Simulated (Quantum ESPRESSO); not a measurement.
# Bi in Quantum ESPRESSO: further runs, part 2 of 3

Quantum ESPRESSO 7.5. The steps go on from the part before.

## Step 3: Work function, PBEsol

Input file pw.in:

```
&CONTROL
  calculation = 'scf'
  prefix = 'pwscf'
  outdir = './tmp'
  pseudo_dir = './pseudo'
  tprnfor = .true.
  disk_io = 'low'
/
&SYSTEM
  ibrav = 0
  celldm(1) = 8
  nat = 1
  ntyp = 1
  ecutwfc = 66
  nbnd = 13
  input_dft = 'pbesol'
  occupations = 'smearing'
  smearing = 'fd'
  degauss = 0.00367493
/
&ELECTRONS
  conv_thr = 1d-09
  electron_maxstep = 150
  mixing_beta = 0.3
  mixing_mode = 'local-TF'
/
ATOMIC_SPECIES
Bi   208.9804 Bi_ONCV_PBE-1.2.upf
CELL_PARAMETERS alat
  0.7391947195392   0.0000000000000   0.0000000000000
  0.0000000000000   0.7391947195392   0.0000000000000
  0.0000000000000   0.0000000000000   5.6219352207617
ATOMIC_POSITIONS crystal
Bi     0.5000000000    0.5000000000    0.2941200000
K_POINTS automatic
9 9 1 0 0 0
```

Input file pp_density.in:

```
&INPUTPP
  prefix = 'pwscf'
  outdir = './tmp'
  filplot = 'density.dat'
  plot_num = 0
/
&PLOT
  nfile = 1
  filepp(1) = 'density.dat'
  iflag = 3
  output_format = 6
  fileout = 'density.cube'
/
```

Input file pp_potential.in:

```
&INPUTPP
  prefix = 'pwscf'
  outdir = './tmp'
  filplot = 'potential.dat'
  plot_num = 11
/
&PLOT
  nfile = 1
  filepp(1) = 'potential.dat'
  iflag = 3
  output_format = 6
  fileout = 'potential.cube'
/
```

Input file pp_elf.in:

```
&INPUTPP
  prefix = 'pwscf'
  outdir = './tmp'
  filplot = 'elf.dat'
  plot_num = 8
/
&PLOT
  nfile = 1
  filepp(1) = 'elf.dat'
  iflag = 3
  output_format = 6
  fileout = 'elf.cube'
/
```

Potentials or basis: SG15 PBE 1.2.

Launch:

```
$ OMP_NUM_THREADS=1 mpirun -n 2 pw.x -nk 2 -in pw.in > pw.out
$ OMP_NUM_THREADS=1 mpirun -n 1 pp.x -in pp_density.in > pp_density.out
$ OMP_NUM_THREADS=1 mpirun -n 1 pp.x -in pp_potential.in > pp_potential.out
$ OMP_NUM_THREADS=1 mpirun -n 1 pp.x -in pp_elf.in > pp_elf.out
```

pw.out:

```text
This program is part of the open-source Quantum ESPRESSO suite
     for quantum simulation of materials; please cite
         "P. Giannozzi et al., J. Phys.:Condens. Matter 21 395502 (2009);
         "P. Giannozzi et al., J. Phys.:Condens. Matter 29 465901 (2017);
         "P. Giannozzi et al., J. Chem. Phys. 152 154105 (2020);
     in publications or presentations arising from this work. More details at

     IMPORTANT: XC functional enforced from input :
     Exchange-correlation= PBESOL
                           (   1   4  10   8   0   0   0)
     Any further DFT definition will be discarded
     Please, verify this is what you really want

     Message from routine setup:
[... 7 lines left out ...]
     --------------------
     sticks:   dense  smooth     PW     G-vecs:    dense   smooth      PW
     Sum         741     741    221               113957   113957   18105

     Using Slab Decomposition

     bravais-lattice index     =            0
     lattice parameter (alat)  =       8.0000  a.u.
     unit-cell volume          =    1572.8000 (a.u.)^3
     number of atoms/cell      =            1
     number of atomic types    =            1
     number of electrons       =        15.00
     number of Kohn-Sham states=           13
     kinetic-energy cutoff     =      66.0000  Ry
     charge density cutoff     =     264.0000  Ry
     scf convergence threshold =      1.0E-09
     mixing beta               =       0.3000
     number of iterations used =            8  local-TF  mixing
     Exchange-correlation= PBESOL
                           (   1   4  10   8   0   0   0)

     celldm(1)=   8.000000  celldm(2)=   0.000000  celldm(3)=   0.000000
     celldm(4)=   0.000000  celldm(5)=   0.000000  celldm(6)=   0.000000

     crystal axes: (cart. coord. in units of alat)
               a(1) = (   0.739195   0.000000   0.000000 )
               a(2) = (   0.000000   0.739195   0.000000 )
               a(3) = (   0.000000   0.000000   5.621935 )

     reciprocal axes: (cart. coord. in units 2 pi/alat)
               b(1) = (  1.352824  0.000000  0.000000 )
               b(2) = (  0.000000  1.352824  0.000000 )
               b(3) = (  0.000000  0.000000  0.177875 )

     PseudoPot. # 1 for Bi read from file:
     Bi_ONCV_PBE-1.2.upf
     Pseudo is Norm-conserving, Zval = 15.0
     Generated using ONCVPSP code by D. R. Hamann
     Using radial grid of  602 points,  8 beta functions with:
                l(1) =   0
                l(2) =   0
                l(3) =   1
                l(4) =   1
                l(5) =   2
                l(6) =   2
                l(7) =   3
                l(8) =   3

     atomic species   valence    mass     pseudopotential
     Bi               15.00   208.98040     Bi( 1.00)

      8 Sym. Ops. (no inversion) found

   Cartesian axes

     site n.     atom                  positions (alat units)
         1        Bi     tau(   1) = (   0.3695974   0.3695974   1.6535236  )

     number of k points=    15  Fermi-Dirac smearing, width (Ry)=  0.0037
                       cart. coord. in units 2pi/alat
        k(    1) = (   0.0000000   0.0000000   0.0000000), wk =   0.0246914
        k(    2) = (   0.0000000   0.1503137   0.0000000), wk =   0.0987654
        k(    3) = (   0.0000000   0.3006274   0.0000000), wk =   0.0987654
        k(    4) = (   0.0000000   0.4509412   0.0000000), wk =   0.0987654
        k(    5) = (   0.0000000   0.6012549   0.0000000), wk =   0.0987654
        k(    6) = (   0.1503137   0.1503137   0.0000000), wk =   0.0987654
        k(    7) = (   0.1503137   0.3006274   0.0000000), wk =   0.1975309
        k(    8) = (   0.1503137   0.4509412   0.0000000), wk =   0.1975309
        k(    9) = (   0.1503137   0.6012549   0.0000000), wk =   0.1975309
        k(   10) = (   0.3006274   0.3006274   0.0000000), wk =   0.0987654
        k(   11) = (   0.3006274   0.4509412   0.0000000), wk =   0.1975309
        k(   12) = (   0.3006274   0.6012549   0.0000000), wk =   0.1975309
        k(   13) = (   0.4509412   0.4509412   0.0000000), wk =   0.0987654
        k(   14) = (   0.4509412   0.6012549   0.0000000), wk =   0.1975309
        k(   15) = (   0.6012549   0.6012549   0.0000000), wk =   0.0987654

     Dense  grid:   113957 G-vectors     FFT dimensions: (  32,  32, 240)

     Initial potential from superposition of free atoms

     starting charge      14.9238, renormalised to      15.0000

     negative rho (up, down):  6.756E-04 0.000E+00
     Starting wfcs are random

     Self-consistent Calculation

     iteration #  1     ecut=    66.00 Ry     beta= 0.30
     Davidson diagonalization with overlap
     ethr =  1.00E-02,  avg # of iterations =  9.7

     Threshold (ethr) on eigenvalues was too large:
     Diagonalizing with lowered threshold

     Davidson diagonalization with overlap
     ethr =  1.15E-04,  avg # of iterations =  5.9

     negative rho (up, down):  1.211E-03 0.000E+00

     total energy              =    -135.67500526 Ry
     estimated scf accuracy    <       0.01066300 Ry

     iteration #  2     ecut=    66.00 Ry     beta= 0.30
     Davidson diagonalization with overlap
     ethr =  7.11E-05,  avg # of iterations =  1.5

     negative rho (up, down):  5.540E-03 0.000E+00

     total energy              =    -135.67156314 Ry
     estimated scf accuracy    <       0.00672069 Ry

     iteration #  3     ecut=    66.00 Ry     beta= 0.30
     Davidson diagonalization with overlap
     ethr =  4.48E-05,  avg # of iterations =  2.8

     negative rho (up, down):  6.249E-03 0.000E+00

     total energy              =    -135.67256841 Ry
     estimated scf accuracy    <       0.00039706 Ry

     iteration #  4     ecut=    66.00 Ry     beta= 0.30
     Davidson diagonalization with overlap
     ethr =  2.65E-06,  avg # of iterations =  8.0
[... 33 lines left out ...]
     iteration #  8     ecut=    66.00 Ry     beta= 0.30
     Davidson diagonalization with overlap
     ethr =  3.86E-07,  avg # of iterations =  5.5

     negative rho (up, down):  1.367E-03 0.000E+00

     total energy              =    -135.67238325 Ry
     estimated scf accuracy    <       0.00001707 Ry

     iteration #  9     ecut=    66.00 Ry     beta= 0.30
     Davidson diagonalization with overlap
     ethr =  1.14E-07,  avg # of iterations =  6.3

     negative rho (up, down):  4.257E-04 0.000E+00

     total energy              =    -135.67244001 Ry
     estimated scf accuracy    <       0.00000355 Ry

     iteration # 10     ecut=    66.00 Ry     beta= 0.30
     Davidson diagonalization with overlap
     c_bands:  2 eigenvalues not converged
     ethr =  2.37E-08,  avg # of iterations =  8.5

     negative rho (up, down):  1.246E-04 0.000E+00

     total energy              =    -135.67243868 Ry
     estimated scf accuracy    <       0.00000378 Ry

     iteration # 11     ecut=    66.00 Ry     beta= 0.30
     Davidson diagonalization with overlap
     ethr =  2.37E-08,  avg # of iterations =  4.7

     negative rho (up, down):  1.410E-05 0.000E+00

     total energy              =    -135.67244737 Ry
     estimated scf accuracy    <       0.00000012 Ry

     iteration # 12     ecut=    66.00 Ry     beta= 0.30
     Davidson diagonalization with overlap
     ethr =  7.77E-10,  avg # of iterations =  4.9

     negative rho (up, down):  1.207E-05 0.000E+00

     total energy              =    -135.67244770 Ry
     estimated scf accuracy    <       0.00000001 Ry

     iteration # 13     ecut=    66.00 Ry     beta= 0.30
     Davidson diagonalization with overlap
     ethr =  9.39E-11,  avg # of iterations =  2.0

     negative rho (up, down):  2.368E-06 0.000E+00

     total energy              =    -135.67244746 Ry
     estimated scf accuracy    <          1.6E-09 Ry

     iteration # 14     ecut=    66.00 Ry     beta= 0.30
     Davidson diagonalization with overlap
     ethr =  1.06E-11,  avg # of iterations =  2.0

     negative rho (up, down):  6.713E-07 0.000E+00

     total energy              =    -135.67244745 Ry
     estimated scf accuracy    <          2.0E-09 Ry

     iteration # 15     ecut=    66.00 Ry     beta= 0.30
     Davidson diagonalization with overlap
     ethr =  1.06E-11,  avg # of iterations =  2.0

     End of self-consistent calculation

          k = 0.0000 0.0000 0.0000 ( 14277 PWs)   bands (ev):

   -25.2668 -25.0206 -24.8211 -24.8211 -24.8022 -14.9028  -4.8489   0.9297
     2.0468   2.3097   2.4327   2.4327   3.0384

          k = 0.0000 0.1503 0.0000 ( 14269 PWs)   bands (ev):

   -25.2350 -25.0030 -24.8377 -24.8197 -24.8165 -14.7283  -4.6557   0.4551
     1.1808   2.2335   2.5005   2.6450   3.2251

          k = 0.0000 0.3006 0.0000 ( 14255 PWs)   bands (ev):

   -25.1732 -24.9395 -24.8796 -24.8526 -24.8163 -14.2161  -4.1034  -2.3897
     1.6944   2.7797   3.0681   3.2367   3.7697

          k = 0.0000 0.4509 0.0000 ( 14271 PWs)   bands (ev):

   -25.1326 -24.9267 -24.8933 -24.8373 -24.8123 -13.4395  -4.9234  -3.2972
     2.6111   3.3433   4.0142   4.0471   4.1608

          k = 0.0000 0.6013 0.0000 ( 14266 PWs)   bands (ev):

   -25.1163 -24.9572 -24.9197 -24.8098 -24.7602 -12.7056  -6.5776  -2.5530
     2.3528   3.8982   4.7122   5.1797   5.3379

          k = 0.1503 0.1503 0.0000 ( 14251 PWs)   bands (ev):

   -25.1989 -24.9896 -24.8371 -24.8355 -24.8313 -14.5539  -4.4624   0.5559
     0.7715   1.4131   2.4202   2.6910   3.4120
[... 26 lines left out ...]
          k = 0.3006 0.6013 0.0000 ( 14207 PWs)   bands (ev):

   -24.9858 -24.9502 -24.9459 -24.8660 -24.7480 -12.0259  -5.8769  -1.8004
    -0.1568   3.0266   4.5367   5.2105   6.0951

          k = 0.4509 0.4509 0.0000 ( 14183 PWs)   bands (ev):

   -25.0064 -24.9162 -24.9135 -24.8346 -24.8062 -11.9829  -3.5623  -3.3589
    -1.7428   4.0927   4.5199   4.6889   5.7214

          k = 0.4509 0.6013 0.0000 ( 14199 PWs)   bands (ev):

   -25.0388 -24.9445 -24.9114 -24.8263 -24.7171 -11.2441  -5.1589  -2.8055
    -1.0061   3.1352   3.8497   5.6045   6.4246

          k = 0.6013 0.6013 0.0000 ( 14208 PWs)   bands (ev):

   -25.0730 -24.9409 -24.9405 -24.7859 -24.6586 -10.4861  -4.5859  -4.5180
    -0.3035   1.9157   4.7788   5.4504   6.8530

     the Fermi energy is    -2.4517 ev

!    total energy              =    -135.67244748 Ry
     estimated scf accuracy    <          1.9E-10 Ry
     smearing contrib. (-TS)   =      -0.00091394 Ry
     internal energy E=F+TS    =    -135.67153354 Ry

     The total energy is F=E-TS. E is the sum of the following terms:
     one-electron contribution =    -548.76761554 Ry
     hartree contribution      =     273.90644827 Ry
     xc contribution           =     -15.44500297 Ry
     ewald contribution        =     154.63463670 Ry

     convergence has been achieved in  15 iterations

     Forces acting on atoms (cartesian axes, Ry/au):

     atom    1 type  1   force =     0.00000000    0.00000000    0.00000000

     Total force =     0.000000     Total SCF correction =     0.000004

=------------------------------------------------------------------------------=
   JOB DONE.
=------------------------------------------------------------------------------=
```

Wall time 44 s (2 MPI ranks of Arm Neoverse V2, shared host); peak memory 0.4 GiB.

Results:

| Property | Result |
| --- | --- |
| Free energy | -1845.9177 eV |
| Band gap on the k mesh | none (metal or under the smearing width) |
| Work function of the upper face | 4.70 eV |
| Work function of the lower face | 4.70 eV |

Levels at points of the mesh, in eV from the Fermi level:
```
           k point  band 5  band 6  band 7  band 8  band 9  band 10
(0.00, 0.00, 0.00)  -22.35  -12.45   -2.40    3.38    4.50     4.76
```

Caveat: spin-orbit coupling is left out, which moves the levels of the heavy elements.

## Step 4: Work function, PBE

Changes to pw.in since step 3:

```diff
@@ -15,3 +15,2 @@
   nbnd = 13
-  input_dft = 'pbesol'
   occupations = 'smearing'
```

pp_density.in is that of step 3.

pp_potential.in is that of step 3.

pp_elf.in is that of step 3.

Potentials or basis: SG15 PBE 1.2.

Launch:

```
$ OMP_NUM_THREADS=1 mpirun -n 2 pw.x -nk 2 -in pw.in > pw.out
$ OMP_NUM_THREADS=1 mpirun -n 1 pp.x -in pp_density.in > pp_density.out
$ OMP_NUM_THREADS=1 mpirun -n 1 pp.x -in pp_potential.in > pp_potential.out
$ OMP_NUM_THREADS=1 mpirun -n 1 pp.x -in pp_elf.in > pp_elf.out
```

pw.out:

```text
This program is part of the open-source Quantum ESPRESSO suite
     for quantum simulation of materials; please cite
[... 13 lines left out ...]
     --------------------
     sticks:   dense  smooth     PW     G-vecs:    dense   smooth      PW
     Sum         741     741    221               113957   113957   18105

     Using Slab Decomposition

     bravais-lattice index     =            0
     lattice parameter (alat)  =       8.0000  a.u.
     unit-cell volume          =    1572.8000 (a.u.)^3
     number of atoms/cell      =            1
     number of atomic types    =            1
     number of electrons       =        15.00
     number of Kohn-Sham states=           13
     kinetic-energy cutoff     =      66.0000  Ry
     charge density cutoff     =     264.0000  Ry
     scf convergence threshold =      1.0E-09
     mixing beta               =       0.3000
     number of iterations used =            8  local-TF  mixing
     Exchange-correlation= PBE
                           (   1   4   3   4   0   0   0)

     celldm(1)=   8.000000  celldm(2)=   0.000000  celldm(3)=   0.000000
     celldm(4)=   0.000000  celldm(5)=   0.000000  celldm(6)=   0.000000

     crystal axes: (cart. coord. in units of alat)
               a(1) = (   0.739195   0.000000   0.000000 )
               a(2) = (   0.000000   0.739195   0.000000 )
               a(3) = (   0.000000   0.000000   5.621935 )

     reciprocal axes: (cart. coord. in units 2 pi/alat)
               b(1) = (  1.352824  0.000000  0.000000 )
[... 36 lines left out ...]
        k(    8) = (   0.1503137   0.4509412   0.0000000), wk =   0.1975309
        k(    9) = (   0.1503137   0.6012549   0.0000000), wk =   0.1975309
        k(   10) = (   0.3006274   0.3006274   0.0000000), wk =   0.0987654
        k(   11) = (   0.3006274   0.4509412   0.0000000), wk =   0.1975309
        k(   12) = (   0.3006274   0.6012549   0.0000000), wk =   0.1975309
        k(   13) = (   0.4509412   0.4509412   0.0000000), wk =   0.0987654
        k(   14) = (   0.4509412   0.6012549   0.0000000), wk =   0.1975309
        k(   15) = (   0.6012549   0.6012549   0.0000000), wk =   0.0987654

     Dense  grid:   113957 G-vectors     FFT dimensions: (  32,  32, 240)

     Initial potential from superposition of free atoms

     starting charge      14.9238, renormalised to      15.0000

     negative rho (up, down):  6.756E-04 0.000E+00
     Starting wfcs are random

     Self-consistent Calculation

     iteration #  1     ecut=    66.00 Ry     beta= 0.30
     Davidson diagonalization with overlap
     ethr =  1.00E-02,  avg # of iterations =  9.7

     Threshold (ethr) on eigenvalues was too large:
     Diagonalizing with lowered threshold

     Davidson diagonalization with overlap
     ethr =  8.44E-05,  avg # of iterations =  6.5

     negative rho (up, down):  1.205E-03 0.000E+00
[... 121 lines left out ...]
     iteration # 15     ecut=    66.00 Ry     beta= 0.30
     Davidson diagonalization with overlap
     ethr =  1.04E-11,  avg # of iterations =  2.0

     End of self-consistent calculation

          k = 0.0000 0.0000 0.0000 ( 14277 PWs)   bands (ev):

   -25.3832 -25.1372 -24.9444 -24.9444 -24.9300 -14.8172  -4.7419   0.9162
     1.9959   2.3082   2.5404   2.5404   3.0063
[... 68 lines left out ...]
   -25.1937 -25.0614 -25.0610 -24.9080 -24.7878 -10.4264  -4.4707  -4.4043
    -0.2144   2.0667   4.8900   5.5419   6.8475

     the Fermi energy is    -2.3505 ev

!    total energy              =    -135.86667069 Ry
     estimated scf accuracy    <          1.0E-10 Ry
     smearing contrib. (-TS)   =      -0.00089183 Ry
     internal energy E=F+TS    =    -135.86577886 Ry

     The total energy is F=E-TS. E is the sum of the following terms:
     one-electron contribution =    -548.84183880 Ry
     hartree contribution      =     274.00212239 Ry
     xc contribution           =     -15.66069915 Ry
     ewald contribution        =     154.63463670 Ry

     convergence has been achieved in  15 iterations

     Forces acting on atoms (cartesian axes, Ry/au):

     atom    1 type  1   force =     0.00000000    0.00000000    0.00000000

     Total force =     0.000000     Total SCF correction =     0.000001

=------------------------------------------------------------------------------=
   JOB DONE.
=------------------------------------------------------------------------------=
```

pp_potential.out:

```text
This program is part of the open-source Quantum ESPRESSO suite
     for quantum simulation of materials; please cite
         "P. Giannozzi et al., J. Phys.:Condens. Matter 21 395502 (2009);
         "P. Giannozzi et al., J. Phys.:Condens. Matter 29 465901 (2017);
         "P. Giannozzi et al., J. Chem. Phys. 152 154105 (2020);
     in publications or presentations arising from this work. More details at

     IMPORTANT: XC functional enforced from input :
     Exchange-correlation= PBE
                           (   1   4   3   4   0   0   0)
     Any further DFT definition will be discarded
     Please, verify this is what you really want

     G-vector sticks info
     --------------------
     sticks:   dense  smooth     PW     G-vecs:    dense   smooth      PW
     Sum         741     741    221               113957   113957   18105

     Using Slab Decomposition

     Calling punch_plot, plot_num =  11
     Writing data to file  potential.dat
     Reading data from file  potential.dat

     Writing data to be plotted to file potential.cube
     Plot Type: 3D                     Output format: Gaussian cube

=------------------------------------------------------------------------------=
   JOB DONE.
=------------------------------------------------------------------------------=
```

Run time: 44 s. Hardware: 2 MPI ranks of Arm Neoverse V2, shared host; peak memory 0.4 GiB.

Results:

```
Free energy                     : -1848.5602 eV
Band gap on the k mesh          : none (metal or under the smearing width)
Work function of the upper face : 4.61 eV
Work function of the lower face : 4.61 eV
```

Caveat: spin-orbit coupling is left out, which moves the levels of the heavy elements.

[end of part 2 of 3]
